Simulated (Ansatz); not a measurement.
# C₂H₈BSb: basis-set convergence

How large a basis does C₂H₈BSb need? Two functionals are run in growing sets.

The runs use Ansatz 0.2.0, Gaussian basis; one geometry, several basis sets.

The runs, in order: PBE0-D4/def2-SVP; ωB97M-V/def2-SVP; PBE0-D4/def2-QZVPP; ωB97M-V/def2-QZVPP; the functionals' def2-TZVPP values are taken from earlier runs.

## Step 1: The geometry

All runs share one geometry, relaxed beforehand with PBE0-D4 in a triple-zeta def2 set. Sb takes the def2 core potential; no spin-orbit term is included.

SMILES `BC[CH2][SbH2]`, 12 atoms, charge 0, spin multiplicity 1.

Atoms are counted from 1 here; the program's logs count them from 0.

Bond lengths: B1–C2 1.550 Å, B1–H5 1.199 Å, B1–H6 1.199 Å, C2–C3 1.544 Å, C2–H7 1.091 Å, C2–H8 1.091 Å, C3–Sb4 2.177 Å, C3–H9 1.094 Å, C3–H10 1.094 Å, Sb4–H11 1.711 Å, Sb4–H12 1.711 Å. Angles: C2–B1–H5 120.3°, C2–B1–H6 120.4°, H5–B1–H6 118.8°, B1–C2–C3 96.3°, B1–C2–H7 115.7°, B1–C2–H8 115.7°, C3–C2–H7 109.6°, C3–C2–H8 109.6°, H7–C2–H8 109.1°, C2–C3–Sb4 115.1°, C2–C3–H9 112.0°, C2–C3–H10 112.1°, Sb4–C3–H9 105.0°, Sb4–C3–H10 104.9°, H9–C3–H10 107.0°, C3–Sb4–H11 93.3°, C3–Sb4–H12 93.4°, H11–Sb4–H12 91.3°.

## Step 2: PBE0-D4 in def2-SVP

Contents of in.yaml:

```yaml
crystal:
  periodic: [false, false, false]
  atoms:
    - {symbol: B, position_ang: [-0.667448, 1.782350, 0.018651]}
    - {symbol: C, position_ang: [-0.710305, 0.256266, -0.247084]}
    - {symbol: C, position_ang: [0.705075, -0.048855, 0.288716]}
    - {symbol: Sb, position_ang: [1.300654, -2.140621, 0.182856]}
    - {symbol: H, position_ang: [-0.196196, 2.525776, -0.795060]}
    - {symbol: H, position_ang: [-0.972623, 2.219203, 1.092384]}
    - {symbol: H, position_ang: [-0.776995, -0.039395, -1.295056]}
    - {symbol: H, position_ang: [-1.448223, -0.303825, 0.329027]}
    - {symbol: H, position_ang: [0.812374, 0.223371, 1.343199]}
    - {symbol: H, position_ang: [1.479236, 0.493385, -0.263064]}
    - {symbol: H, position_ang: [0.743016, -2.321753, -1.424176]}
    - {symbol: H, position_ang: [-0.191568, -2.701101, 0.803708]}
basis:
  gaussian: {orbitals: def2-SVP}
hamiltonian: {xc: pbe0, dispersion: d4}
output: {orbitals: {seedname: orbitals}}
```

Command:

```console
> ansatz run in.yaml --threads 4 --pin off --events-out ev --progress --plain --max-ram 10444MiB
```

The runs that follow: ωB97M-V in def2-SVP; PBE0-D4 in def2-QZVPP; ωB97M-V in def2-QZVPP.

Q: Predict the results of all the runs planned. Wanted: PBE0-D4: double and triple zeta above quadruple; ωB97M-V: double and triple zeta above quadruple.

The runs gave:

| quantity | value |
| --- | --- |
| PBE0-D4: double and triple zeta above quadruple | 3.62, 0.23 eV |
| ωB97M-V: double and triple zeta above quadruple | 3.90, 0.23 eV |

**Reading.** For PBE0-D4 the step from double to triple zeta gains 3.39 eV and the next only 0.23 eV. These are total energies; as a rule much of such shifts cancels in differences, which this series doesn't test.
